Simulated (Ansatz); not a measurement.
Born–Oppenheimer molecular dynamics of a periodic cell of 21 atoms, Li$_{7}$Bi$_{4}$O$_{10}$ (host Li4Bi2O5, host structure P-1, one Li atom removed), cell charge -1. It starts from an unrelaxed structure (largest force component 1.23 eV/Å).

Theory: Ansatz 0.2.0, DFT LDA, scalar-relativistic, plane waves, PAW. Settings: cutoff 420 eV, k mesh 2x1x1, fermi-dirac smearing 0.05 eV, no spin polarisation.

```yaml
ensemble: NVE (velocity Verlet)
time_step: 1 fs
steps_asked: 380
starting_velocities_drawn_for: 1800 K
seed: 183584
```

Frames 1 fs apart, positions in Å, forces in eV/Å.

Velocities at 260.0 fs (Å/ps):

```
Li 13.63 -5.77 12.60
Li 4.07 -7.75 7.61
Li -4.93 -2.02 -7.12
Li 19.56 13.70 -13.30
Li -10.30 2.98 -19.47
Li 7.25 9.89 1.08
Li -6.56 3.14 -6.09
Bi 1.46 2.04 0.81
Bi 0.65 0.00 2.62
Bi -2.32 -0.36 1.21
Bi -2.28 -0.78 -1.72
O -1.85 -4.03 -11.52
O 2.47 1.60 12.81
O -1.29 3.86 1.89
O -12.07 -16.76 -9.64
O 10.95 -6.89 -3.04
O 5.86 -5.78 -7.08
O -2.98 8.19 -2.84
O 13.39 -6.64 -3.07
O 0.73 7.02 3.48
O 7.44 1.54 -8.48
```

```xyz
21
Lattice="5.5408 0.0000 0.0000 2.3951 7.3086 0.0000 2.6664 -0.7694 7.4826" Properties=species:S:1:pos:R:3:forces:R:3 time_fs=260.0 energy_less_start_eV=2.201 T=949
Li 3.469 0.983 4.067 0.71 0.43 0.55
Li 2.043 -0.125 2.725 -0.74 -0.44 -0.86
Li 3.867 4.499 4.936 0.35 -0.03 0.90
Li 3.291 3.994 7.785 1.19 -0.32 -0.21
Li 6.827 2.191 2.072 0.21 -0.04 0.08
Li 8.927 6.825 4.572 -0.30 0.55 1.18
Li 6.730 5.452 3.520 0.51 0.13 -0.25
Bi 6.632 5.894 6.543 -2.95 -0.32 0.21
Bi 4.020 4.147 2.096 -1.33 -0.44 -1.27
Bi 6.397 2.256 5.568 0.93 1.64 1.02
Bi 4.220 0.726 0.910 1.11 0.91 -1.74
O 8.300 3.120 6.190 -1.26 0.24 -0.21
O 4.070 2.089 2.676 0.61 -0.60 0.14
O 4.604 -0.463 4.827 -0.25 1.00 0.00
O 3.275 5.729 3.279 0.51 -1.89 -0.39
O 9.929 5.980 6.208 0.76 -0.17 0.20
O 0.820 0.696 0.821 0.17 -0.19 0.62
O 7.200 1.332 3.994 0.53 -1.75 -1.62
O 6.062 6.370 1.861 -0.91 -0.82 0.97
O 5.981 3.969 4.523 -0.58 0.79 0.04
O 2.228 3.477 1.127 0.71 1.31 0.65
21
Lattice="5.5408 0.0000 0.0000 2.3951 7.3086 0.0000 2.6664 -0.7694 7.4826" Properties=species:S:1:pos:R:3:forces:R:3 time_fs=261.0 energy_less_start_eV=2.160 T=965
Li 3.483 0.977 4.080 0.61 0.49 0.52
Li 2.047 -0.133 2.732 -0.72 -0.39 -0.88
Li 3.862 4.497 4.929 0.35 -0.04 0.91
Li 3.312 4.007 7.771 1.13 -0.36 -0.20
Li 6.817 2.194 2.053 0.25 -0.04 0.10
Li 8.934 6.835 4.574 -0.35 0.39 1.03
Li 6.724 5.455 3.514 0.54 0.11 -0.22
Bi 6.634 5.896 6.543 -2.92 -0.39 0.19
Bi 4.020 4.147 2.098 -1.23 -0.58 -1.40
Bi 6.395 2.256 5.569 0.92 1.73 0.95
Bi 4.217 0.726 0.909 1.16 0.94 -1.61
O 8.298 3.116 6.179 -1.20 0.27 -0.15
O 4.072 2.090 2.689 0.61 -0.66 0.03
O 4.603 -0.459 4.829 -0.20 0.99 -0.04
O 3.263 5.712 3.270 0.51 -1.55 -0.09
O 9.940 5.973 6.205 0.69 -0.14 0.21
O 0.826 0.690 0.814 0.09 -0.15 0.63
O 7.197 1.340 3.990 0.59 -1.84 -1.62
O 6.075 6.364 1.858 -0.94 -0.77 0.93
O 5.981 3.977 4.526 -0.59 0.73 0.08
O 2.236 3.479 1.118 0.69 1.27 0.63
21
Lattice="5.5408 0.0000 0.0000 2.3951 7.3086 0.0000 2.6664 -0.7694 7.4826" Properties=species:S:1:pos:R:3:forces:R:3 time_fs=262.0 energy_less_start_eV=2.120 T=980
Li 3.498 0.972 4.094 0.51 0.54 0.48
Li 2.050 -0.142 2.737 -0.70 -0.35 -0.90
Li 3.858 4.495 4.924 0.35 -0.06 0.90
Li 3.334 4.020 7.758 1.08 -0.39 -0.20
Li 6.807 2.197 2.034 0.28 -0.04 0.12
Li 8.941 6.846 4.577 -0.40 0.24 0.90
Li 6.719 5.458 3.507 0.58 0.08 -0.18
Bi 6.635 5.899 6.544 -2.89 -0.45 0.16
Bi 4.021 4.147 2.101 -1.11 -0.73 -1.52
Bi 6.393 2.256 5.570 0.92 1.81 0.85
Bi 4.215 0.725 0.907 1.21 0.95 -1.46
O 8.295 3.112 6.167 -1.13 0.29 -0.08
O 4.075 2.091 2.702 0.62 -0.70 -0.08
O 4.601 -0.454 4.830 -0.15 0.98 -0.08
O 3.252 5.694 3.260 0.50 -1.21 0.20
O 9.952 5.966 6.202 0.61 -0.11 0.22
O 0.832 0.684 0.808 0.01 -0.12 0.64
O 7.195 1.346 3.986 0.63 -1.91 -1.59
O 6.088 6.356 1.856 -0.97 -0.70 0.88
O 5.981 3.984 4.530 -0.59 0.67 0.12
O 2.244 3.482 1.110 0.66 1.23 0.60
21
Lattice="5.5408 0.0000 0.0000 2.3951 7.3086 0.0000 2.6664 -0.7694 7.4826" Properties=species:S:1:pos:R:3:forces:R:3 time_fs=263.0 energy_less_start_eV=2.086 T=994
Li 3.514 0.968 4.108 0.41 0.60 0.43
Li 2.051 -0.151 2.742 -0.68 -0.30 -0.91
Li 3.854 4.492 4.920 0.34 -0.07 0.90
Li 3.357 4.033 7.744 1.02 -0.43 -0.19
Li 6.798 2.200 2.015 0.32 -0.04 0.14
Li 8.947 6.857 4.582 -0.45 0.10 0.77
Li 6.714 5.462 3.500 0.61 0.06 -0.14
Bi 6.636 5.901 6.545 -2.85 -0.52 0.13
Bi 4.021 4.147 2.103 -0.97 -0.90 -1.65
Bi 6.390 2.255 5.572 0.92 1.88 0.73
Bi 4.213 0.724 0.905 1.25 0.94 -1.31
O 8.291 3.109 6.155 -1.05 0.32 -0.01
O 4.079 2.092 2.715 0.62 -0.73 -0.20
O 4.600 -0.449 4.832 -0.09 0.95 -0.10
O 3.240 5.675 3.250 0.47 -0.88 0.49
O 9.964 5.959 6.199 0.52 -0.09 0.24
O 0.838 0.678 0.801 -0.06 -0.08 0.65
O 7.193 1.352 3.981 0.64 -1.96 -1.53
O 6.100 6.348 1.854 -0.99 -0.60 0.82
O 5.981 3.992 4.533 -0.59 0.60 0.16
O 2.252 3.485 1.103 0.62 1.17 0.57
21
Lattice="5.5408 0.0000 0.0000 2.3951 7.3086 0.0000 2.6664 -0.7694 7.4826" Properties=species:S:1:pos:R:3:forces:R:3 time_fs=264.0 energy_less_start_eV=2.058 T=1004
Li 3.530 0.965 4.123 0.31 0.65 0.37
Li 2.052 -0.160 2.745 -0.66 -0.26 -0.91
Li 3.851 4.490 4.917 0.34 -0.09 0.88
Li 3.382 4.045 7.729 0.96 -0.46 -0.18
Li 6.789 2.203 1.996 0.35 -0.04 0.17
Li 8.952 6.868 4.588 -0.49 -0.02 0.66
Li 6.710 5.465 3.493 0.63 0.03 -0.09
Bi 6.637 5.902 6.546 -2.80 -0.58 0.09
Bi 4.022 4.147 2.106 -0.82 -1.07 -1.78
Bi 6.388 2.255 5.573 0.93 1.93 0.58
Bi 4.211 0.724 0.903 1.28 0.90 -1.14
O 8.287 3.106 6.144 -0.96 0.34 0.05
O 4.082 2.092 2.728 0.62 -0.76 -0.31
O 4.598 -0.443 4.834 -0.03 0.91 -0.10
O 3.229 5.655 3.241 0.43 -0.54 0.76
O 9.976 5.952 6.197 0.42 -0.07 0.25
O 0.844 0.672 0.796 -0.13 -0.04 0.66
O 7.191 1.356 3.975 0.63 -1.99 -1.44
O 6.111 6.340 1.853 -1.01 -0.50 0.74
O 5.981 4.001 4.537 -0.59 0.52 0.21
O 2.261 3.489 1.095 0.57 1.12 0.53
21
Lattice="5.5408 0.0000 0.0000 2.3951 7.3086 0.0000 2.6664 -0.7694 7.4826" Properties=species:S:1:pos:R:3:forces:R:3 time_fs=265.0 energy_less_start_eV=2.038 T=1012
Li 3.547 0.963 4.139 0.20 0.70 0.30
Li 2.051 -0.170 2.747 -0.64 -0.21 -0.90
Li 3.848 4.488 4.916 0.34 -0.10 0.86
Li 3.408 4.056 7.715 0.90 -0.48 -0.16
Li 6.780 2.205 1.977 0.38 -0.04 0.19
Li 8.957 6.880 4.594 -0.52 -0.12 0.56
Li 6.707 5.469 3.486 0.66 0.01 -0.05
Bi 6.638 5.904 6.547 -2.74 -0.65 0.04
Bi 4.022 4.147 2.108 -0.65 -1.26 -1.91
Bi 6.386 2.255 5.574 0.95 1.98 0.40
Bi 4.209 0.723 0.901 1.30 0.86 -0.97
O 8.282 3.102 6.132 -0.87 0.36 0.11
O 4.087 2.091 2.740 0.61 -0.78 -0.42
O 4.596 -0.436 4.836 0.04 0.86 -0.10
O 3.219 5.635 3.232 0.38 -0.22 1.03
O 9.989 5.945 6.194 0.32 -0.04 0.27
O 0.850 0.666 0.790 -0.19 0.00 0.68
O 7.190 1.359 3.967 0.61 -1.99 -1.32
O 6.122 6.332 1.852 -1.02 -0.38 0.64
O 5.980 4.010 4.541 -0.58 0.45 0.25
O 2.271 3.494 1.089 0.52 1.05 0.49
21
Lattice="5.5408 0.0000 0.0000 2.3951 7.3086 0.0000 2.6664 -0.7694 7.4826" Properties=species:S:1:pos:R:3:forces:R:3 time_fs=266.0 energy_less_start_eV=2.028 T=1016
Li 3.564 0.961 4.154 0.09 0.76 0.23
Li 2.050 -0.180 2.748 -0.61 -0.16 -0.88
Li 3.846 4.485 4.916 0.33 -0.11 0.83
Li 3.436 4.066 7.700 0.84 -0.51 -0.14
Li 6.772 2.208 1.959 0.42 -0.04 0.21
Li 8.961 6.891 4.602 -0.54 -0.20 0.48
Li 6.705 5.473 3.479 0.67 -0.02 0.00
Bi 6.639 5.906 6.548 -2.67 -0.70 -0.01
Bi 4.023 4.146 2.110 -0.46 -1.45 -2.03
Bi 6.384 2.255 5.576 0.97 2.01 0.21
Bi 4.207 0.722 0.899 1.32 0.80 -0.79
O 8.277 3.099 6.120 -0.77 0.39 0.18
O 4.091 2.091 2.752 0.61 -0.78 -0.53
O 4.595 -0.429 4.837 0.11 0.79 -0.08
O 3.208 5.615 3.223 0.31 0.10 1.28
O 10.002 5.938 6.192 0.21 -0.03 0.29
O 0.856 0.660 0.785 -0.25 0.04 0.69
O 7.189 1.361 3.960 0.57 -1.98 -1.19
O 6.132 6.323 1.852 -1.03 -0.25 0.53
O 5.979 4.019 4.545 -0.58 0.36 0.30
O 2.280 3.499 1.082 0.45 0.99 0.44
21
Lattice="5.5408 0.0000 0.0000 2.3951 7.3086 0.0000 2.6664 -0.7694 7.4826" Properties=species:S:1:pos:R:3:forces:R:3 time_fs=267.0 energy_less_start_eV=2.026 T=1017
Li 3.581 0.961 4.171 -0.02 0.81 0.15
Li 2.048 -0.191 2.748 -0.59 -0.12 -0.86
Li 3.844 4.483 4.917 0.33 -0.12 0.80
Li 3.464 4.076 7.685 0.78 -0.53 -0.12
Li 6.765 2.211 1.940 0.45 -0.03 0.23
Li 8.964 6.902 4.610 -0.55 -0.27 0.40
Li 6.704 5.476 3.472 0.69 -0.05 0.05
Bi 6.639 5.908 6.548 -2.59 -0.76 -0.07
Bi 4.023 4.146 2.112 -0.26 -1.64 -2.15
Bi 6.382 2.256 5.577 0.99 2.04 0.00
Bi 4.205 0.722 0.897 1.33 0.72 -0.61
O 8.271 3.096 6.109 -0.67 0.41 0.24
O 4.096 2.090 2.764 0.60 -0.78 -0.64
O 4.593 -0.422 4.839 0.18 0.72 -0.05
O 3.198 5.595 3.216 0.23 0.40 1.52
O 10.014 5.930 6.190 0.09 -0.01 0.32
O 0.861 0.654 0.781 -0.31 0.09 0.70
O 7.188 1.361 3.951 0.52 -1.95 -1.03
O 6.141 6.314 1.852 -1.04 -0.11 0.41
O 5.977 4.028 4.549 -0.57 0.28 0.34
O 2.290 3.505 1.076 0.38 0.91 0.39
21
Lattice="5.5408 0.0000 0.0000 2.3951 7.3086 0.0000 2.6664 -0.7694 7.4826" Properties=species:S:1:pos:R:3:forces:R:3 time_fs=268.0 energy_less_start_eV=2.035 T=1013
Li 3.598 0.962 4.187 -0.13 0.86 0.07
Li 2.045 -0.201 2.746 -0.57 -0.07 -0.84
Li 3.843 4.480 4.918 0.33 -0.13 0.76
Li 3.494 4.085 7.670 0.72 -0.54 -0.10
Li 6.758 2.213 1.923 0.48 -0.03 0.25
Li 8.966 6.912 4.618 -0.55 -0.33 0.33
Li 6.704 5.480 3.465 0.70 -0.07 0.10
Bi 6.640 5.910 6.549 -2.50 -0.81 -0.14
Bi 4.023 4.146 2.114 -0.05 -1.84 -2.26
Bi 6.380 2.256 5.578 1.02 2.05 -0.21
Bi 4.203 0.721 0.895 1.34 0.64 -0.43
O 8.265 3.094 6.098 -0.55 0.43 0.29
O 4.101 2.088 2.776 0.59 -0.77 -0.75
O 4.592 -0.414 4.840 0.26 0.63 -0.01
O 3.188 5.576 3.209 0.15 0.68 1.74
O 10.027 5.923 6.188 -0.03 0.01 0.34
O 0.867 0.648 0.777 -0.36 0.13 0.71
O 7.188 1.361 3.942 0.45 -1.90 -0.86
O 6.150 6.306 1.852 -1.04 0.03 0.29
O 5.975 4.037 4.553 -0.56 0.20 0.38
O 2.300 3.512 1.070 0.31 0.84 0.32
21
Lattice="5.5408 0.0000 0.0000 2.3951 7.3086 0.0000 2.6664 -0.7694 7.4826" Properties=species:S:1:pos:R:3:forces:R:3 time_fs=269.0 energy_less_start_eV=2.053 T=1006
Li 3.615 0.964 4.204 -0.24 0.92 -0.02
Li 2.042 -0.212 2.743 -0.55 -0.02 -0.80
Li 3.842 4.477 4.921 0.32 -0.14 0.72
Li 3.525 4.093 7.655 0.66 -0.55 -0.07
Li 6.752 2.216 1.905 0.50 -0.03 0.28
Li 8.968 6.922 4.627 -0.55 -0.37 0.27
Li 6.705 5.483 3.458 0.71 -0.10 0.16
Bi 6.640 5.912 6.550 -2.40 -0.86 -0.20
Bi 4.024 4.145 2.116 0.17 -2.03 -2.36
Bi 6.378 2.256 5.580 1.04 2.05 -0.44
Bi 4.201 0.721 0.893 1.35 0.56 -0.24
O 8.258 3.092 6.086 -0.44 0.44 0.35
O 4.107 2.086 2.787 0.58 -0.75 -0.86
O 4.590 -0.406 4.842 0.33 0.53 0.05
O 3.177 5.556 3.204 0.06 0.95 1.94
O 10.040 5.916 6.186 -0.16 0.02 0.37
O 0.872 0.642 0.773 -0.41 0.17 0.72
O 7.188 1.359 3.932 0.38 -1.84 -0.69
O 6.159 6.297 1.852 -1.05 0.17 0.16
O 5.973 4.047 4.558 -0.55 0.11 0.42
O 2.310 3.519 1.064 0.22 0.76 0.26
```

Of the whole run (380 fs, mean temperature of the second half 1005 K): The conserved energy stayed within 0.2 meV per atom of its start (net change 0.031 meV per atom), so the integration is sound. The temperature averaged 0.56 of the 1800 K drawn at the start: a run that starts near a minimum puts about half its kinetic energy into the potential. A run of 0.38 ps of so small a system gives no equilibrium averages. Limits of this set-up: coarse k mesh, charged cell in a uniform background, uncorrected.

Time of the run: 11 min on 1 thread of Arm Neoverse V2, with other jobs on the host, peak memory 0.51 GiB.
